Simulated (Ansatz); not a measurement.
# SnTe3As: the cost of one run

Computed with Ansatz 0.2.0 (DFT PBE, scalar-relativistic, plane waves, PAW, unless a step's input says otherwise).

## (1) The system as given

It takes space group Pm-3m (No. 221, cubic). The conventional cell has a = 5.621 Å, b = 5.621 Å, c = 5.621 Å, α = 90.00°, β = 90.00°, γ = 90.00°. Around Sn (site symmetry m-3m) lie 6 Te at 2.81 Å. Around Te (site symmetry 4/mmm) lie 2 Sn at 2.81 Å. As (site symmetry m-3m) has 12 Te at 3.97 Å as nearest neighbours.

Coordinates:

```xyz
5
Lattice="5.6210 0.0000 0.0000 0.0000 5.6210 0.0000 0.0000 0.0000 5.6210" Properties=species:S:1:pos:R:3 pbc="T T T"
Sn    0.0000    0.0000    0.0000
Te    2.8105    0.0000    0.0000
Te    0.0000    2.8105    0.0000
Te    0.0000    0.0000    2.8105
As    2.8105    2.8105    2.8105
```

The cell is invented: random cell by space group and Wyckoff sites (Pm-3m, No. 221). Its size is a rough estimate.

## (2) The guess as it stands, on a coarse mesh

input.yaml reads:

```yaml
crystal:
  lattice:
    - [5.62103849, 0.0, 0.0]
    - [0.0, 5.62103849, 0.0]
    - [0.0, 0.0, 5.62103849]
  atoms:
    - { symbol: Sn, position: [0.0, 0.0, 0.0] }
    - { symbol: Te, position: [0.5, 0.0, 0.0] }
    - { symbol: Te, position: [0.0, 0.5, 0.0] }
    - { symbol: Te, position: [0.0, 0.0, 0.5] }
    - { symbol: As, position: [0.5, 0.5, 0.5] }
basis:
  ecutwfc: 420
kpoints:
  mp_grid: { grid: [4, 4, 4] }
hamiltonian:
  xc: pbe
scf:
  occupations: { method: gaussian, width: 0.1 }
  lower_state_search: "off"
output:
  forces: true
  stress: true
  eigenvalues: true
```

Started as:

```bash
$ ansatz run input.yaml --threads 1 --pin off --max-ram 2560MiB --backend cpu --events-out ev --progress --plain --runs-dir out
```

**Question.** How long does this run take on 1 thread of Intel Xeon at 2.70GHz, shared host, and how much memory does it need?

About 9.2 s, with a peak of 0.47 GiB.
